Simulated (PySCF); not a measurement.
# RuN₂: structure of the singlet

Where does singlet RuN₂ go from a PBE0 minimum start, is the end point a minimum, and what are its modes, charges and moments?

Method: PBE0, basis Ru def2-TZVP with ECP28, N def2-TZVP, scalar-relativistic core potentials, no spin–orbit coupling, density fitting; program: PySCF 2.14.0.

## 1. Where the work starts

3 atoms, charge 0, spin multiplicity 1.

Bond lengths: Ru1–N2 1.852 Å, N2–N3 1.109 Å. Angles: Ru1–N2–N3 180.0°.

Z-matrix (Å, degrees; charge 0 multiplicity 1):
```
Ru
N  1 1.8523
N  2 1.1089 1 180.00
```

## 2. The SCF at the typed geometry

The steps below are one call of a driver around PySCF. For each, scf.py gives the equivalent set-up of the SCF; relaxations use the driver's own optimiser. After this first run the driver tries any further starts and a stability analysis.

Contents of scf.py:

```python
from pyscf import gto, scf, dft
mol = gto.M(atom='''
Ru     0.518850    -0.000000     0.000000
N     -1.333440     0.000000     0.000000
N     -2.442350     0.000000     0.000000''',
    basis={'Ru': 'def2-TZVP', 'N': 'def2-TZVP'},
    ecp={'Ru': 'def2-TZVP'},
    charge=0, spin=0)
mf = dft.RKS(mol, xc='PBE0')
mf.grids.atom_grid = (50, 194)
aux = {'Ru': 'def2-universal-JKFIT', 'N': 'def2-universal-JKFIT'}
mf = mf.density_fit(auxbasis=aux)
mf.conv_tol = 1e-08
mf.diis_space = 10
mf.max_cycle = 60
mf.init_guess = 'minao'
mf.verbose = 4
mf.kernel()
```

The run is started by

```
OMP_NUM_THREADS=2 python axn.py task.json out
```

The program printed, shortened:

```text
[... the frontier levels of the middle cycles are left out ...]
init E= -196.782977182135
  HOMO = -0.617632492041261  LUMO = -0.557368524647925  gap/eV = 1.63987
cycle= 1 E= -203.029624925866  delta_E= -6.25  |g|= 2.39  |ddm|= 5.66
cycle= 2 E= -189.989786341439  delta_E=   13  |g|= 5.49  |ddm|= 35.8
  HOMO = -0.271461746372437  LUMO = -0.200990269765322  gap/eV = 1.91763
cycle= 3 E= -203.849467188875  delta_E= -13.9  |g|= 1.12  |ddm|= 35.7
cycle= 4 E= -204.050450667352  delta_E= -0.201  |g|= 0.901  |ddm|= 1.14
cycle= 5 E= -204.175449240164  delta_E= -0.125  |g|= 0.414  |ddm|= 0.474
cycle= 6 E= -204.208448579683  delta_E= -0.033  |g|= 0.129  |ddm|= 0.232
cycle= 7 E= -204.211941416883  delta_E= -0.00349  |g|= 0.0246  |ddm|= 0.0855
cycle= 8 E= -204.212045779124  delta_E= -0.000104  |g|= 0.0144  |ddm|= 0.0278
cycle= 9 E= -204.212086252669  delta_E= -4.05e-05  |g|= 0.00524  |ddm|= 0.00605
cycle= 10 E= -204.212092865742  delta_E= -6.61e-06  |g|= 0.00138  |ddm|= 0.00348
cycle= 11 E= -204.212093546704  delta_E= -6.81e-07  |g|= 0.000385  |ddm|= 0.00244
cycle= 12 E= -204.212093691291  delta_E= -1.45e-07  |g|= 9.46e-05  |ddm|= 0.00184
cycle= 13 E= -204.212093714886  delta_E= -2.36e-08  |g|= 2.32e-05  |ddm|= 0.0012
cycle= 14 E= -204.21209371508  delta_E= -1.93e-10  |g|= 5.07e-06  |ddm|= 4.7e-05
  HOMO = -0.16258230430344  LUMO = -0.0938270627080104  gap/eV = 1.87093
Extra cycle  E= -204.212093715036  delta_E= 4.33e-11  |g|= 1.67e-05  |ddm|= 1.92e-05
converged SCF energy = -204.212093715036
```

This step, with its further starts and checks, needed 2.9 s of wall time on 2 threads of Arm Neoverse V1, shared host.

The test of internal stability found no lower closed-shell solution.

## 3. PBE0 minimum start, singlet: relaxation

The program finds C∞v symmetry in the start, which this walk keeps. The walk stops when the largest gradient is under 0.0003 Eh/bohr and the energy has settled too.

scf.py, as its differences from that of step 2:

```diff
@@ -3,3 +3,3 @@
-Ru     0.518850    -0.000000     0.000000
-N     -1.333440     0.000000     0.000000
-N     -2.442350     0.000000     0.000000''',
+Ru     0.518847     0.000000     0.000000
+N     -1.333443     0.000000     0.000000
+N     -2.442353     0.000000     0.000000''',
@@ -16 +15,0 @@
-mf.init_guess = 'minao'
```

The optimiser's trace:

```tsv
step	energy (Eh)	change (kJ/mol)	largest symmetric gradient (Eh/bohr)
0	-204.212094	0.00	0.04393
1	-204.213042	-2.49	0.02220
2	-204.213376	-3.37	0.00213
3	-204.213383	-3.39	0.00028
4	-204.213383	-3.39	0.00003
```

The walk took 7 s.

After 4 steps and 3.4 kJ/mol it ends at C∞v: N–N 1.122 Å, Ru–N 1.801 Å; N–N–Ru 180.0°.

## 4. Vibrations and properties at this point

The point is checked on the finer grid, and tightened if its gradient asks for it. The Hessian and the dipole derivatives come from central differences of analytic gradients, with steps of 0.02 bohr.

scf.py, as its differences from that of step 3:

```diff
@@ -3,3 +3,3 @@
-Ru     0.518847     0.000000     0.000000
-N     -1.333443     0.000000     0.000000
-N     -2.442353     0.000000     0.000000''',
+Ru     0.509150     0.000000     0.000000
+N     -1.291595    -0.000000    -0.000000
+N     -2.413525     0.000000     0.000000''',
@@ -10 +10 @@
-mf.grids.atom_grid = (50, 194)
+mf.grids.atom_grid = (75, 302)
@@ -13 +13 @@
-mf.conv_tol = 1e-08
+mf.conv_tol = 1e-10
```

The driver hands on the density of the step before, so the log starts near convergence.

SCF at the final geometry:

```text
init E= -204.213379972001
  HOMO = -0.167013728759786  LUMO = -0.0975795774796406  gap/eV = 1.88940
cycle= 1 E= -204.213379971993  delta_E= 8.58e-12  |g|= 7.27e-06  |ddm|= 5.09e-06
  HOMO = -0.167015282481096  LUMO = -0.0975803678205676  gap/eV = 1.88942
Extra cycle  E= -204.213379971922  delta_E= 7.09e-11  |g|= 1.96e-05  |ddm|= 1.44e-05
converged SCF energy = -204.213379971922
```

The whole step took 23 s.

Geometry: C∞v; N–N 1.122 Å, Ru–N 1.801 Å; N–N–Ru 180.0°.

Harmonic modes (main isotopes):

```
symmetry  ω (cm⁻¹)  IR (km/mol)  μ (u)
       π       378          3.6  14.18
      σ+       554         28.5  17.20
      σ+      2181          561  14.00
```

No imaginary mode, so this is a minimum.

Properties at this point:

- Dipole moment: 3.87 D
- Highest occupied level: -4.54 eV
- Lowest empty level: -2.66 eV
- Rotational constants: 0.1283 cm⁻¹
- Zero-point energy: 20.9 kJ/mol
- Principal polarisabilities: 30.6, 30.6, 67.5 bohr³
- Atomisation energy without zero-point energy: 870 kJ/mol
- Principal traceless quadrupole moments about the centre of mass: -3.80, 1.90, 1.90 D Å
- Entropy at 298.15 K and 1 bar: 250.3 J/(mol K)
- Heat capacity Cp at 298.15 K: 46.5 J/(mol K)
- Enthalpy at 298.15 K above 0 K: 10.91 kJ/mol
- Rotational symmetry number: 1

Populations by atom (charges in e):

```json
{"atom": "Ru1", "Mulliken": "0.28", "Löwdin": "0.10", "polar tensor": "-0.04", "Mayer order to Ru1": "–"}
{"atom": "N2", "Mulliken": "-0.03", "Löwdin": "-0.05", "polar tensor": "0.65", "Mayer order to Ru1": "1.04"}
{"atom": "N3", "Mulliken": "-0.25", "Löwdin": "-0.05", "polar tensor": "-0.61", "Mayer order to Ru1": "0.45"}
```

Mulliken populations on Ru1 (outside its core potential): s 2.06, p 6.02, d 7.64, f 0.00.

## 5. A spin-polarised start

A stability analysis found the closed shell of the lowest minimum unstable towards spin polarisation, so the unrestricted solution is followed.

The program finds C∞v symmetry in the start, which may break.

scf.py, as its differences from that of step 4:

```diff
@@ -3,3 +3,3 @@
-Ru     0.509150     0.000000     0.000000
-N     -1.291595    -0.000000    -0.000000
-N     -2.413525     0.000000     0.000000''',
+Ru     0.509138     0.000000     0.000000
+N     -1.291607     0.000000     0.000000
+N     -2.413537     0.000000     0.000000''',
@@ -9,2 +9,2 @@
-mf = dft.RKS(mol, xc='PBE0')
-mf.grids.atom_grid = (75, 302)
+mf = dft.UKS(mol, xc='PBE0')
+mf.grids.atom_grid = (50, 194)
@@ -13 +13 @@
-mf.conv_tol = 1e-10
+mf.conv_tol = 1e-08
```

The optimiser's trace:

```tsv
step	energy (Eh)	change (kJ/mol)	largest gradient (Eh/bohr)
0	-204.252079	0.00	0.02624
1	-204.252498	-1.10	0.01248
2	-204.252597	-1.36	0.00395
3	-204.252605	-1.38	0.00008
4	-204.252605	-1.38	0.00001
```

The walk took 10 s.

After 4 steps and 1.4 kJ/mol it ends at C∞v: N–N 1.115 Å, Ru–N 1.834 Å; N–N–Ru 180.0°.

## 6. Hessian and properties

The same treatment as at the point before.

scf.py, as its differences from that of step 5:

```diff
@@ -3,3 +3,3 @@
-Ru     0.509138     0.000000     0.000000
-N     -1.291607     0.000000     0.000000
-N     -2.413537     0.000000     0.000000''',
+Ru     0.515676    -0.000000     0.000000
+N     -1.318696     0.000000    -0.000000
+N     -2.434026     0.000000    -0.000000''',
@@ -10 +10 @@
-mf.grids.atom_grid = (50, 194)
+mf.grids.atom_grid = (75, 302)
@@ -13 +13 @@
-mf.conv_tol = 1e-08
+mf.conv_tol = 1e-10
```

SCF at the final geometry:

```text
init E= -204.2525952473
[... the frontier-level lines of each cycle are left out ...]
cycle= 1 E= -204.252595247288  delta_E= 1.14e-11  |g|= 7.39e-06  |ddm|= 8e-06
Extra cycle  E= -204.252595247044  delta_E= 2.45e-10  |g|= 2.49e-05  |ddm|= 2.12e-05
converged SCF energy = -204.252595247044  <S^2> = 1.0010869  2S+1 = 2.2370399
```

The whole step needed 47 s of wall time on 2 threads of Arm Neoverse V1, shared host.

Geometry: C∞v; N–N 1.115 Å, Ru–N 1.834 Å; N–N–Ru 180.0°.

Harmonic modes (main isotopes):

| ω (cm⁻¹) | IR (km/mol) | μ (u) |
| --- | --- | --- |
| 345 | 4.0 | 14.17 |
| 345 | 4.0 | 14.17 |
| 516 | 18.2 | 17.20 |
| 2237 | 507 | 14.00 |

Every mode is real; the point is a minimum.

Here the density breaks the symmetry of the frame, and no labels are given; pairs that should be degenerate can split.

Constants and moments:

```yaml
Dipole_moment: 3.42 D
Highest_occupied_level: -5.58 eV
Lowest_empty_level: -2.13 eV
Rotational_constants: 0.1254 cm⁻¹
Zero-point_energy: 20.6 kJ/mol
Principal_polarisabilities: 39.8, 39.8, 72.8 bohr³
Atomisation_energy_without_zero-point_energy: 973 kJ/mol
Principal_traceless_quadrupole_moments_about_the_centre_of_mass: -2.04, 1.02, 1.02 D Å
Entropy_at_298.15_K_and_1_bar: 252.0 J/(mol K)
Heat_capacity_Cp_at_298.15_K: 47.5 J/(mol K)
Enthalpy_at_298.15_K_above_0_K: 11.16 kJ/mol
Rotational_symmetry_number: 1
Spin_squared_⟨S²⟩: 1.001
```

Populations by atom (charges in e):

```json
{"atom": "Ru1", "Mulliken": "0.26", "Löwdin": "0.10", "polar tensor": "0.00", "spin (Mulliken)": "0.00", "Mayer order to Ru1": "–"}
{"atom": "N2", "Mulliken": "-0.03", "Löwdin": "-0.07", "polar tensor": "0.55", "spin (Mulliken)": "0.00", "Mayer order to Ru1": "0.96"}
{"atom": "N3", "Mulliken": "-0.22", "Löwdin": "-0.02", "polar tensor": "-0.55", "spin (Mulliken)": "0.00", "Mayer order to Ru1": "0.39"}
```

Mulliken populations on Ru1 (outside its core potential): s 2.41, p 6.02, d 7.31, f 0.00.

## 7. All stationary points

| spin | group | bonds | imaginary modes (cm⁻¹) | ΔE (kJ/mol) | with zero-point energy |
| --- | --- | --- | --- | --- | --- |
| broken-symmetry (Ms = 0) | C∞v (density of lower symmetry) | N–N 1.115 Å, Ru–N 1.834 Å | none | 0.0 | 0.0 |
| singlet | C∞v | N–N 1.122 Å, Ru–N 1.801 Å | none | 103.0 | 103.3 |

## 8. Outcome

| quantity | value |
| --- | --- |
| minimum | broken-symmetry (Ms = 0), C∞v |
| geometry | N–N 1.115 Å, Ru–N 1.834 Å; N–N–Ru 180.0° |
| wavenumbers (cm⁻¹) | 345, 345, 516, 2237 |
| dipole moment | 3.42 D |
| highest occupied, lowest empty level (either spin) | -5.58, -2.13 eV |
| polar-tensor charge of Ru1 | +0.00 e |
| zero-point energy | 20.6 kJ/mol |
| entropy at 298.15 K | 252.0 J/(mol K) |
| atomisation energy (no zero-point energy) | 973 kJ/mol |
| ⟨S²⟩ | 1.001 |

What this shows: The PBE0 minimum start keeps its C∞v symmetry and ends in a minimum. The determinant is spin-contaminated (⟨S²⟩ = 1.00 against 0.00), so it is no pure spin state. In the infrared the band at 2237 cm⁻¹ leads. Only this shape and spin were tried, so other structures or states may lie lower. The SCF density has lower symmetry than the nuclear frame.

The search up to here took 94 s.
